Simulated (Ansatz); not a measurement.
# C2H5FGaN: taking an electron away

One table from this session's results is given with a row withheld; the runs are named, their logs left out.

Program: Ansatz 0.2.0, Gaussian basis. Level of theory: unrestricted cation, the program's frozen cores in correlated methods. These are calculated values, not measurements.

Levels to be run: UKS PBE-D4/def2-TZVPP; UKS r2SCAN-D4/def2-TZVPP; UKS PBE0-D4/def2-TZVPP; UKS B3LYP-D4/def2-TZVPP; UKS wB97X-V/def2-TZVPP; UKS wB97M-V/def2-TZVPP; UKS B2PLYP/def2-TZVPP; UHF-CCSD(T)/def2-TZVPP; UHF-MP2/def2-QZVPP; extrapolation to the limit; then −ε(HOMO) from the neutral's earlier runs with LDA (SPW92), PBE-D4, revPBE-D4, BLYP-D4, r2SCAN-D4, B97M-V, PBE0-D4, B3LYP-D4, r2SCANh-D4, r2SCAN0-D4, HSE06-D4, BHLYP-D4, CAM-B3LYP-D4, LC-ωPBE, ωB97X-V, ωB97M-V.

### The geometry

The geometry comes from an earlier relaxation with PBE0-D4 in a triple-zeta def2 set; it is a stationary point, not always the lowest conformer.

SMILES `[CH3][GaH][C](=N)F`, 10 atoms, charge 0, spin multiplicity 1.

Atoms are counted from 1 here; the program's logs count them from 0.

Bond lengths: C1–Ga2 1.954 Å, C1–H6 1.094 Å, C1–H7 1.092 Å, C1–H8 1.090 Å, Ga2–C3 1.999 Å, Ga2–H9 1.566 Å, C3–N4 1.249 Å, C3–F5 1.367 Å, N4–H10 1.023 Å. Angles: Ga2–C1–H6 109.2°, Ga2–C1–H7 109.7°, Ga2–C1–H8 112.5°, H6–C1–H7 107.4°, H6–C1–H8 108.1°, H7–C1–H8 109.7°, C1–Ga2–C3 116.4°, C1–Ga2–H9 126.6°, C3–Ga2–H9 116.9°, Ga2–C3–N4 121.0°, Ga2–C3–F5 118.0°, N4–C3–F5 120.9°, C3–N4–H10 112.9°.

Geometry (Å):

```xyz
10
C2H5FGaN
C    -1.6264   -0.8297   -0.0647
Ga   -0.1549   -0.0204    0.9339
C     1.4312    0.5622   -0.1345
N     1.2950    1.2782   -1.1492
F     2.6726    0.2049    0.3118
H    -1.4013   -1.8850   -0.2469
H    -1.7233   -0.3432   -1.0370
H    -2.5742   -0.7735    0.4709
H    -0.1071    0.2464    2.4765
H     2.1883    1.5600   -1.5608
```

Set-up of the first run:

Contents of in.yaml:

```yaml
crystal:
  periodic: [false, false, false]
  atoms:
    - {symbol: C, position_ang: [-1.626356, -0.829673, -0.064691]}
    - {symbol: Ga, position_ang: [-0.154864, -0.020414, 0.933914]}
    - {symbol: C, position_ang: [1.431202, 0.562175, -0.134479]}
    - {symbol: N, position_ang: [1.294978, 1.278190, -1.149246]}
    - {symbol: F, position_ang: [2.672630, 0.204910, 0.311809]}
    - {symbol: H, position_ang: [-1.401290, -1.885027, -0.246884]}
    - {symbol: H, position_ang: [-1.723340, -0.343157, -1.036965]}
    - {symbol: H, position_ang: [-2.574187, -0.773457, 0.470856]}
    - {symbol: H, position_ang: [-0.107129, 0.246426, 2.476512]}
    - {symbol: H, position_ang: [2.188345, 1.560016, -1.560837]}
basis:
  gaussian: {orbitals: def2-TZVPP}
total_charge: 1
magnetization: {spin_polarized: true, initial_magnetization: 1}
hamiltonian: {xc: pbe, dispersion: d4}
```

Command:

```console
$ ansatz run in.yaml --threads 2 --pin off --events-out ev --progress --plain --max-ram 22528MiB --backend cpu
```

Steps of the session up to this table: Cation, UKS PBE-D4/def2-TZVPP; Cation, UKS r2SCAN-D4/def2-TZVPP; Cation, UKS PBE0-D4/def2-TZVPP; Cation, UKS B3LYP-D4/def2-TZVPP; Cation, UKS wB97X-V/def2-TZVPP; Cation, UKS wB97M-V/def2-TZVPP; Cation, UKS B2PLYP (frozen core)/def2-TZVPP; Cation, UHF-CCSD(T)/def2-TZVPP; Cation, UHF-MP2/def2-QZVPP.

One of the session's tables, all rows but one given; the rest of the session is left out.

For comparison, −ε(HOMO) of the neutral from earlier runs:

```
  functional  −ε(HOMO) (eV)
 LDA (SPW92)           6.77
      PBE-D4           6.65
   revPBE-D4           6.59
     BLYP-D4           6.55
   r2SCAN-D4           6.97
      B97M-V           7.13
     PBE0-D4           8.06
    B3LYP-D4           7.84
  r2SCANh-D4           7.49
  r2SCAN0-D4           8.28
    HSE06-D4              ?
    BHLYP-D4           9.40
CAM-B3LYP-D4           9.47
     LC-ωPBE          10.77
     ωB97X-V          10.46
     ωB97M-V          10.34
```

Estimate the missing values for HSE06-D4.

As computed: −ε(HOMO) (eV): 7.66. In the column «−ε(HOMO) (eV)» it lies between r2SCANh-D4 (7.49) and B3LYP-D4 (7.84).
